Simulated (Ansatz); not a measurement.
**BGeH₂ (sextet): the correlation ladder, cc-pVDZ**

An exercise on one series of results from a longer session: the logs are not shown, and one member is left open.

Computed with Ansatz 0.2.0, Gaussian basis. Level: cc-pVDZ, core rule «outside noble gas», up to 15 orbitals frozen.

To be run: UHF; CCSD(T) on ROHF; CCSD(T) on UHF; BCCD(T) on ROHF; CISD; CCSDT(Q) on ROHF; CCSDT(Q) on UHF; CCSDTQ on ROHF; CASSCF and MRCISD+Q, 9 electrons in 10 orbitals; CASSCF and NEVPT2, 9 electrons in 10 orbitals.

5 further runs of the same task are left out: 5 set aside as unsound or not needed.

### The system

The geometry is a PBE0/def2-TZVP stationary point (not a proven minimum) of the parent state, kept for this charge and spin. No spin-orbit coupling is included. The filled d shell of Ge may be among the frozen orbitals whatever the setting's name suggests; the logs give the count.

4 atoms, charge 0, spin multiplicity 6.

Atoms are counted from 1 here; the program's logs count them from 0.

Bond lengths: Ge1–B2 1.931 Å, Ge1–H3 1.542 Å, Ge1–H4 1.542 Å. Angles: B2–Ge1–H3 125.2°, B2–Ge1–H4 125.2°, H3–Ge1–H4 109.6°.

Set-up of the first run:

in.yaml reads:

```yaml
crystal:
  periodic: [false, false, false]
  atoms:
    - {symbol: Ge, position_ang: [0.000000, 0.000000, 0.223242]}
    - {symbol: B, position_ang: [0.000000, 0.000000, -1.707389]}
    - {symbol: H, position_ang: [0.000000, 1.259295, 1.112326]}
    - {symbol: H, position_ang: [0.000000, -1.259295, 1.112326]}
basis:
  gaussian: {orbitals: cc-pVDZ}
magnetization: {spin_polarized: true, initial_magnetization: 5}
hamiltonian: {xc: hf}
output: {orbitals: {seedname: orbitals}}
```

Started as:

```console
ansatz run in.yaml --threads 1 --pin off --events-out ev --progress --plain --max-ram 2816MiB --backend cpu
```

Among the steps run: UHF; CCSD(T) on ROHF; CCSD(T) on UHF; BCCD(T) on ROHF; CISD; CCSDT(Q) on ROHF; CCSDT(Q) on UHF; CCSDTQ on ROHF; CASSCF and MRCISD+Q, 9 electrons in 10 orbitals; CASSCF and NEVPT2, 9 electrons in 10 orbitals.

One of the session's tables, all rows but one given; the rest of the session is left out.

| method | from RCCSDTQ (kcal/mol) |
| --- | --- |
| ROHF | +82.51 |
| UHF | +80.92 |
| RMP2 | +21.66 |
| UMP2 | +21.34 |
| RCCSD | +3.00 |
| UCCSD | +2.74 |
| RCCSD(T) | +0.84 |
| UCCSD(T) | +0.61 |
| BCCD(T) | +0.83 |
| RCCSDT | +0.10 |
| UCCSDT | -0.13 |
| RCCSDT(Q) | +0.02 |
| UCCSDT(Q) | ? |
| RCCSDTQ | 0 |
| CASSCF valence | +54.03 |
| NEVPT2 valence | +15.88 |
| MRCISD valence | +3.26 |
| MRCISD+Q valence | +0.68 |

**Question.** Estimate the row for UCCSDT(Q).

The run gave: from RCCSDTQ (kcal/mol): -0.21. In the column «from RCCSDTQ (kcal/mol)» it is the lowest.

Some runs used a GPU and others CPU threads alone; cost is compared among the CPU runs only.

Among the levels timed on like hardware, those that no quicker one beats, quickest first: UCCSD(T) (6 s, +0.61 kcal/mol); UCCSDT(Q) (16 s, -0.21 kcal/mol); RCCSDT(Q) (18 s, +0.02 kcal/mol).

Caveats from the session: Of the multireference levels listed MRCISD+Q valence comes nearest in total energy (+0.68 kcal/mol), which doesn't show that its space is the better one. Restricted and unrestricted rows rest on different reference determinants; where their highest levels disagree by more than a few hundredths of an eV, they describe different states and don't form one ladder.
